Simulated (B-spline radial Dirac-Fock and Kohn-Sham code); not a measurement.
# Inner shells of Zr¹⁶⁺

Aim: for zirconium as Zr¹⁶⁺, compute its X-ray form factor and Compton profile, the binding energy of each subshell and how cheaper methods do for the levels.

Method: a free atom or ion on a radial basis; each step names its model; computed with B-spline radial Dirac-Fock and Kohn-Sham code, version 2.

### 1 The system

Zr¹⁶⁺, [Ar] 3d6.

| Property | Result |
| --- | --- |
| nuclear charge | 40 |
| electrons | 24 |
| mass number | 90 |
| nuclear rms radius | 4.2694 fm |

Outer shells as boxes (Hund's rule, for the drawing alone; heavy ions are jj-coupled, and the calculation averages over the configuration):

```
[Ar] core
3d [↑↓][↑ ][↑ ][↑ ][↑ ]
```

### 2 Form factor and Compton profile

Model: Dirac-Fock average of configuration, finite nucleus; form factor of the spherical density, Waller-Hartree incoherent function, impulse-approximation Compton profiles.

Recorded inputs:

```ini
task = scatter
Z = 40
charge = 16
configuration = 1s2 2s2 2p6 3s2 3p6 3d6
mass_number = 90
rms_radius = 4.2694  # fm
s = [0.0, 0.09, 0.11, 0.13, 0.16, 0.2, 0.25, 0.31, 0.39, 0.48, 0.59, 0.74, 0.91, 1.13, 1.4, 1.74, 2.15, 2.67, 3.3, 4.09, 5.07, 6.29, 7.79]  # 1/A
pz = [0, 0.1, 0.2, 0.3, 0.4, 0.5, 0.6, 0.8, 1.0, 1.2, 1.4, 1.6, 1.8, 2.0, 2.5, 3.0, 4.0, 5.0, 7.0, 10.0, 15.0, 20.0, 30.0, 40.0, 60.0, 100.0]  # a.u.
photon_energy = [5000, 10000, 17479.3, 20000, 30000, 200000, 500000, 1000000]  # eV
```

Results of the run (chosen fields of its result record, rounded):

```text
{
  "status": "converged",
  "form_factor [e]": [24.0, 23.816, 23.725, 23.618, 23.424, 23.11, 22.63, 21.942, 20.864, 19.49, 17.682, 15.196, 12.625, 9.9793, 7.8276, 6.3292, 5.3195, 4.3256, 3.2471, 2.2563, 1.5909, 1.231, 1.0089],
  "incoherent": [-5.0679e-12, 0.16814, 0.25022, 0.3479, 0.52273, 0.80592, 1.2336, 1.8404, 2.7746, 3.939, 5.4329, 7.4362, 9.4962, 11.722, 13.832, 15.778, 17.482, 19.067, 20.415, 21.473, 22.222, 22.777, 23.221],
  "compton_total [1/a.u.]": [1.8541, 1.8536, 1.852, 1.8493, 1.8455, 1.8406, 1.8347, 1.8195, 1.8001, 1.7765, 1.7487, 1.7168, 1.6812, 1.6418, 1.5297, 1.4026, 1.1326, 0.88462, 0.53885, 0.29233, 0.12827, 0.063123, 0.020255, 0.0081153, 0.001782, 0.00018507],
  "shells": ["1s1/2", "2s1/2", "2p1/2", "2p3/2", "3s1/2", "3p1/2", "3p3/2", "3d3/2", "3d5/2"],
  "occupation": [2.0, 2.0, 2.0, 4.0, 2.0, 2.0, 4.0, 2.4, 3.6],
  "mean_momentum [a.u.]": [35.359, 12.333, 16.56, 16.057, 5.9755, 7.1073, 6.9715, 8.2407, 8.1893],
  "r2 [bohr^2]": 3.1067,
  "r_inverse [1/bohr]": 199.37,
  "r1 [bohr]": 7.1456,
  "coherent [b]": [330.92, 232.38, 130.66, 110.69, 65.485, 2.7512, 0.47461, 0.12094],
  "incoherent_cross_section [b]": [0.99421, 3.01, 5.6236, 6.279, 8.0778, 9.1987, 6.8279, 5.0387],
  "radial_jk": {
    "3d": {"j0": [1.0, 0.98855, 0.98295, 0.97627, 0.9643, 0.94481, 0.9152, 0.8728, 0.80669, 0.72295, 0.61372, 0.46566, 0.31577, 0.16665, 0.054065, -0.008222, -0.024862, -0.018712, -0.0088098, -0.0027283, -0.00048004, 2.603e-05, 5.6609e-05], "j2": [0.0, 0.0045669, 0.0067927, 0.0094381, 0.014163, 0.021789, 0.033235, 0.049306, 0.073567, 0.10275, 0.13778, 0.17832, 0.20776, 0.21729, 0.19548, 0.14546, 0.088113, 0.041022, 0.014482, 0.0033086, 0.00018654, -0.00023986, -0.00014253], "j4": [0.0, 8.9226e-06, 1.9825e-05, 3.8472e-05, 8.7449e-05, 0.0002102, 0.00050092, 0.0011425, 0.0026976, 0.0057057, 0.011556, 0.023515, 0.041418, 0.06681, 0.092475, 0.10722, 0.10159, 0.0777, 0.048554, 0.024657, 0.010379, 0.0036905, 0.0011521], "r2": 0.19294, "r4": 0.066304, "r6": 0.035936}
  }
}
```

Form factor and incoherent function, every second point:

```tsv
s (1/Å)	f (e)	f / N	S(s)
0	24.00	1.000	0
0.110	23.73	0.989	0.2502
0.160	23.42	0.976	0.5227
0.250	22.63	0.943	1.234
0.390	20.86	0.869	2.775
0.590	17.68	0.737	5.433
0.910	12.63	0.526	9.496
1.40	7.828	0.326	13.83
2.15	5.319	0.222	17.48
3.30	3.247	0.135	20.41
5.07	1.591	0.066	22.22
7.79	1.009	0.042	23.22
```

### 3 Binding energies

Model: Dirac-Fock average of configuration, Delta-SCF, finite nucleus, first-order Breit with its frequency dependence, self-energy and vacuum polarisation.

Settings, as recorded:

```ini
task = binding
```

Results of the run (chosen fields of its result record, rounded):

```text
{
  "status": "converged",
  "shells": ["K", "L1", "L2", "L3", "M1", "M2", "M3", "M4,5"],
  "total_energy_parts [Ha]": [-3477.05125, 2.23313148, -0.217219694, -0.0130177159, 1.52564074, -0.166345225],
  "koopmans [eV]": [18592.6, 3056.7, 2831.35, 2744.53, 873.404, 786.49, 770.395, 632.41],
  "dirac_coulomb [eV]": [18552.5, 3042.18, 2814.46, 2728.2, 871.277, 784.153, 768.183, 629.604],
  "gaunt [eV]": [-33.7213, -2.83809, -5.05007, -3.62688, -0.467469, -0.838228, -0.572626, -0.172809],
  "retardation [eV]": [2.32983, 0.155351, 0.547826, 0.548059, 0.0305533, 0.10116, 0.101329, 0.0294814],
  "breit_frequency [eV]": [0.156173, -0.0174385, -0.00177057, 0.0674302, -0.003969, -0.00227518, 0.0117016, -0.00133643],
  "self_energy [eV]": [-17.3114, -1.98181, 0.188698, 0.00835248, -0.396286, 0.0323991, -0.00057584, 0.0269521],
  "vacuum_polarisation [eV]": [1.93806, 0.205916, -0.010963, -0.0139647, 0.0398935, -0.00219202, -0.00284655, -0.00246965],
  "binding [eV]": [18505.9, 3037.71, 2810.13, 2725.18, 870.48, 783.444, 767.72, 629.484],
  "mean_radius [bohr]": [0.0370545, 0.161401, 0.138215, 0.142483, 0.435841, 0.428249, 0.436452, 0.405739]
}
```

total_energy_parts: Dirac-Coulomb, Gaunt, retardation, frequency dependence, self-energy, vacuum polarisation. 

The binding energies by parts, in eV; the parts add up.

```tsv
level	-ε	relaxation	Breit	QED	binding
K (1s)	18592.6	-40.08	-31.24	-15.37	18505.9
L1 (2s)	3056.7	-14.52	-2.70	-1.78	3037.7
L2 (2p1/2)	2831.4	-16.89	-4.50	0.18	2810.1
L3 (2p3/2)	2744.5	-16.34	-3.01	-0.01	2725.2
M1 (3s)	873.4	-2.13	-0.44	-0.36	870.5
M2 (3p1/2)	786.5	-2.34	-0.74	0.03	783.4
M3 (3p3/2)	770.4	-2.21	-0.46	0.00	767.7
M4,5 (3d)	632.4	-2.81	-0.14	0.02	629.5
```

X-ray lines as differences of these levels:

```tsv
line	energy (eV)
Kβ1 (K-M3)	17738.2
Kβ3 (K-M2)	17722.5
Kα1 (K-L3)	15780.7
Kα2 (K-L2)	15695.8
Lβ3 (L1-M3)	2270.0
Lβ4 (L1-M2)	2254.3
Lη (L2-M1)	1939.7
Lℓ (L3-M1)	1854.7
```

### 4 Dirac LDA, for comparison

Model: Dirac-Kohn-Sham LDA (Slater exchange, VWN correlation), finite nucleus, spherical and without spin polarisation.

Settings, as recorded:

```ini
task = binding-ladder
method = lda,vwn
relativity = dirac
```

Results of the run (chosen fields of its result record, rounded):

```text
{
  "status": "converged",
  "shells": ["K", "L1", "L2", "L3", "M1", "M2", "M3", "M4,5"],
  "minus_eigenvalue [eV]": [18273.8, 2942.82, 2737.94, 2651.89, 827.366, 751.645, 735.935, 604.238],
  "delta_scf [eV]": [18547.0, 3001.2, 2807.07, 2718.87, 852.362, 777.109, 760.984, 631.123],
  "total_energy [Ha]": -3473.98425,
  "dirac_fock_binding [eV]": [18505.9, 3037.71, 2810.13, 2725.18, 870.48, 783.444, 767.72, 629.484]
}
```

Beside the Dirac-Fock ΔSCF result with Breit and QED, in eV:

```tsv
level	-ε	miss	ΔSCF	miss	Dirac-Fock
K	18273.8	-232.2	18547.0	+41.1	18505.9
L1	2942.8	-94.9	3001.2	-36.5	3037.7
L2	2737.9	-72.2	2807.1	-3.1	2810.1
L3	2651.9	-73.3	2718.9	-6.3	2725.2
M1	827.4	-43.1	852.4	-18.1	870.5
M2	751.6	-31.8	777.1	-6.3	783.4
M3	735.9	-31.8	761.0	-6.7	767.7
M4,5	604.2	-25.2	631.1	+1.6	629.5
```

### 5 The levels by non-relativistic HF

Model: non-relativistic Hartree-Fock, average of configuration, point nucleus.

Recorded inputs:

```ini
task = binding-ladder
method = hf
relativity = nr
```

Results of the run (chosen fields of its result record, rounded):

```text
{
  "status": "converged",
  "shells": ["1s", "2s", "2p", "3s", "3p", "3d"],
  "minus_eigenvalue [eV]": [18187.7, 2960.3, 2747.17, 852.33, 768.989, 634.395],
  "delta_scf [eV]": [18149.3, 2946.38, 2731.06, 850.324, 766.802, 631.578],
  "total_energy [Ha]": -3419.0615
}
```

Beside the Dirac-Fock ΔSCF result with Breit and QED, in eV:

```tsv
level	-ε	miss	ΔSCF	miss	Dirac-Fock
1s	18187.7	-318.3	18149.3	-356.6	18505.9
2s	2960.3	-77.4	2946.4	-91.3	3037.7
2p	2747.2	-6.3	2731.1	-22.4	2753.5
3s	852.3	-18.1	850.3	-20.2	870.5
3p	769.0	-4.0	766.8	-6.2	773.0
3d	634.4	+4.9	631.6	+2.1	629.5
```

Spin-orbit partners are averaged with weights 2j + 1.

### 6 Cost and miss by method

| method | level | eigenvalue miss (%) | ΔSCF miss (%) | time |
| --- | --- | --- | --- | --- |
| Dirac LDA | K | -1.25 | +0.22 | 1.4 s |
| non-relativistic HF | 1s | -1.72 | -1.93 | 0.17 s |
| Dirac-Fock + Breit + QED | all | - | reference | 2.4 s |

Times cover the ground state and all hole states of a step, on one thread of a shared host; states solved in an earlier step are reused, and a first call can include compiling.

### 7 Summary of results

| quantity | value |
| --- | --- |
| rms radius of the electron cloud | 0.360 bohr |
| form factor halves at | 0.96 1/Å |
| Compton profile at zero | 1.854 1/a.u. |
| deepest level listed, K (1s) | 18505.9 eV |
| least bound, M4,5 (3d) | 629.5 eV |
| Kα1 | 15780.7 eV |
| ionisation energy, NIST (theoretical) | 622.000 eV |
| Dirac LDA, K: eigenvalue / ΔSCF | 18273.8 / 18547.0 eV |
| non-relativistic HF, 1s: eigenvalue / ΔSCF | 18187.7 / 18149.3 eV |

What this shows: The form factor starts at the 24 electrons and halves by s = 0.96 1/Å. Incoherent scattering outweighs coherent from 200 keV on, among the energies asked. The K (1s) level lies 40.1 eV under Koopmans' value by relaxation alone; Breit gives -31.24 and QED -15.37 eV. NIST's ionisation energy differs by -7.48 eV from the least binding energy; the calculation averages open shells over their j components and terms. Dirac LDA misses the K level by -1.3 % with its eigenvalue and by +0.2 % with ΔSCF, so total-energy differences mend most of the error. Non-relativistic HF misses the 1s level by -1.7 % with its eigenvalue and by -1.9 % with ΔSCF, as relativity is missing. The Hartree-Fock and Dirac-Fock values hold no electron correlation.
